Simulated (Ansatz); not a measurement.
Run this with the Python package of Ansatz (0.2.0) and show what comes out.

Script `md_ch5bo2.py`:
```python
"""A short Born-Oppenheimer trajectory of CH5BO2."""

import ansatz as az
import numpy as np

geometry = (
    az.Crystal.molecule()
    .atom("C", [0.5922, 0.4735, -0.8299])
    .atom("B", [-0.0965, -0.4611, 0.2357])
    .atom("O", [-1.3837, -1.1404, -0.0655])
    .atom("O", [0.6606, -0.6783, 1.5055])
    .atom("H", [0.7458, -0.0508, -1.7948])
    .atom("H", [-0.164, 1.3622, -1.0547])
    .atom("H", [1.5221, 0.9411, -0.4516])
    .atom("H", [-2.0138, -0.5121, 0.2789])
    .atom("H", [0.2257, 0.0197, 2.1592])
)

calc = (
    geometry.calculation()
    .basis(gaussian="6-31G")
    .functional("PBE0")
    .md("nvt_langevin", timestep=0.25, steps=40, temperature=300, initial_velocities="maxwell_boltzmann", seed=54, friction=0.05)
)
frames = []
calc.session().plan().execute(on_event=lambda e: frames.append(e["data"]) if e["event"] == "md_step" else None)
print("t (fs)   E_pot (eV)      E_kin (eV)   T (K)   d(0-1) (A)")
for f in frames[::1]:
    xyz = np.array(f["positions_ang"])
    print(f"{f['time_fs']:6.2f} {f['lagrangian_ev']:14.5f} {f['e_kin_ev']:10.5f} {f['temperature_k']:8.1f} {np.linalg.norm(xyz[0] - xyz[1]):9.4f}")
print("mean temperature", round(float(np.mean([f["temperature_k"] for f in frames])), 1), "K")
```

```console
$ python md_ch5bo2.py
t (fs)   E_pot (eV)      E_kin (eV)   T (K)   d(0-1) (A)
  0.00    -5881.55917    0.31022    266.7    1.5758
  0.25    -5881.56254    0.31529    271.0    1.5755
  0.50    -5881.57316    0.32634    280.5    1.5751
  0.75    -5881.59081    0.32393    278.4    1.5747
  1.00    -5881.61314    0.32943    283.2    1.5745
  1.25    -5881.63757    0.33159    285.0    1.5745
  1.50    -5881.66371    0.33753    290.1    1.5742
  1.75    -5881.69050    0.37869    325.5    1.5734
  2.00    -5881.71697    0.37713    324.2    1.5726
  2.25    -5881.74392    0.42463    365.0    1.5720
  2.50    -5881.77013    0.43662    375.3    1.5717
  2.75    -5881.79407    0.48419    416.2    1.5717
  3.00    -5881.81401    0.49412    424.7    1.5718
  3.25    -5881.82920    0.51485    442.6    1.5717
  3.50    -5881.84075    0.50826    436.9    1.5716
  3.75    -5881.84973    0.51664    444.1    1.5716
  4.00    -5881.86038    0.48310    415.3    1.5720
  4.25    -5881.87510    0.47267    406.3    1.5727
  4.50    -5881.88848    0.47260    406.2    1.5733
  4.75    -5881.90043    0.47556    408.8    1.5739
  5.00    -5881.91405    0.44599    383.4    1.5745
  5.25    -5881.92691    0.46460    399.4    1.5749
  5.50    -5881.93770    0.49067    421.8    1.5749
  5.75    -5881.94753    0.52605    452.2    1.5747
  6.00    -5881.95643    0.51899    446.1    1.5745
  6.25    -5881.96442    0.53812    462.6    1.5742
  6.50    -5881.97295    0.55388    476.1    1.5739
  6.75    -5881.98199    0.59231    509.1    1.5735
  7.00    -5881.98954    0.60915    523.6    1.5732
  7.25    -5881.99690    0.62116    533.9    1.5728
  7.50    -5882.00484    0.58701    504.6    1.5722
  7.75    -5882.01611    0.60744    522.2    1.5715
  8.00    -5882.03277    0.62893    540.6    1.5709
  8.25    -5882.05304    0.65503    563.1    1.5704
  8.50    -5882.07559    0.68490    588.7    1.5698
  8.75    -5882.10044    0.64431    553.8    1.5692
  9.00    -5882.12803    0.69638    598.6    1.5685
  9.25    -5882.15752    0.74355    639.2    1.5680
  9.50    -5882.18596    0.70825    608.8    1.5678
  9.75    -5882.21075    0.70058    602.2    1.5678
 10.00    -5882.23129    0.69909    600.9    1.5679
mean temperature 440.9 K
```

Total energies depend on the basis set; only differences at equal settings carry meaning. The trajectory is only some femtoseconds long, so its temperature is not equilibrated; where the script doesn't relax first, it starts from a rough generated geometry. The printed temperature counts all 3N degrees of freedom under Langevin dynamics, so the first row lies under the target. Timing: 57 s on 1 thread of Intel(R) Xeon(R) 6975P-C (Granite Rapids), with other jobs on the host, peak memory 0.17 GiB.

(Lines on the test bed's own set-up are left out of the output.)
